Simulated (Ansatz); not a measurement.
# CH2BFO: how energies converge with the basis set

The task here is to estimate one member of a computed series from the others.

Program: Ansatz 0.2.0, Gaussian basis. Level of theory: one geometry, several basis sets. These are calculated values, not measurements.

Levels to be run: PBE0-D4/def2-SVP; ωB97M-V/def2-SVP; PBE0-D4/def2-QZVPP; ωB97M-V/def2-QZVPP; the functionals' def2-TZVPP values are taken from earlier runs.

**The relaxed structure**

The geometry comes from an earlier relaxation with PBE0-D4 in a triple-zeta def2 set; it is a stationary point.

SMILES `FC1BO1`, 6 atoms, charge 0, spin multiplicity 1.

Atoms are counted from 1 here; the program's logs count them from 0.

Bond lengths: F1–C2 1.353 Å, C2–B3 1.508 Å, C2–O4 1.454 Å, C2–H5 1.086 Å, B3–O4 1.337 Å, B3–H6 1.182 Å. Angles: F1–C2–B3 120.6°, F1–C2–O4 112.5°, F1–C2–H5 110.3°, B3–C2–O4 53.6°, B3–C2–H5 128.7°, O4–C2–H5 113.1°, C2–B3–O4 61.1°, C2–B3–H6 161.4°, O4–B3–H6 137.4°, C2–O4–B3 65.3°.

The first run:

Contents of in.yaml:

```yaml
crystal:
  periodic: [false, false, false]
  atoms:
    - {symbol: F, position_ang: [-1.443861, 0.012985, -0.921235]}
    - {symbol: C, position_ang: [-0.181095, -0.277308, -0.531364]}
    - {symbol: B, position_ang: [0.301638, 0.099215, 0.847265]}
    - {symbol: O, position_ang: [0.579553, 0.910761, -0.178673]}
    - {symbol: H, position_ang: [0.310841, -0.892843, -1.277995]}
    - {symbol: H, position_ang: [0.475023, 0.083190, 2.015902]}
basis:
  gaussian: {orbitals: def2-SVP}
hamiltonian: {xc: pbe0, dispersion: d4}
output: {orbitals: {seedname: orbitals}}
```

Run with:

```
$ ansatz run in.yaml --threads 2 --pin off --events-out ev --progress --plain --max-ram 4352MiB
```

Steps of the session up to this table: PBE0-D4 in def2-SVP; ωB97M-V in def2-SVP; PBE0-D4 in def2-QZVPP; ωB97M-V in def2-QZVPP.

One of the session's tables, all rows but one given; the rest of the session is left out.

| functional | basis | HOMO (eV) |
| --- | --- | --- |
| PBE0-D4 | def2-SVP | -8.24 |
| PBE0-D4 | def2-TZVPP | ? |
| PBE0-D4 | def2-QZVPP | -8.36 |
| ωB97M-V | def2-SVP | -10.57 |
| ωB97M-V | def2-TZVPP | -10.68 |
| ωB97M-V | def2-QZVPP | -10.71 |

Estimate the missing values for PBE0-D4, def2-TZVPP.

The run gave: HOMO (eV): -8.33. In the column «HOMO (eV)» it lies between PBE0-D4, def2-QZVPP (-8.36) and PBE0-D4, def2-SVP (-8.24).
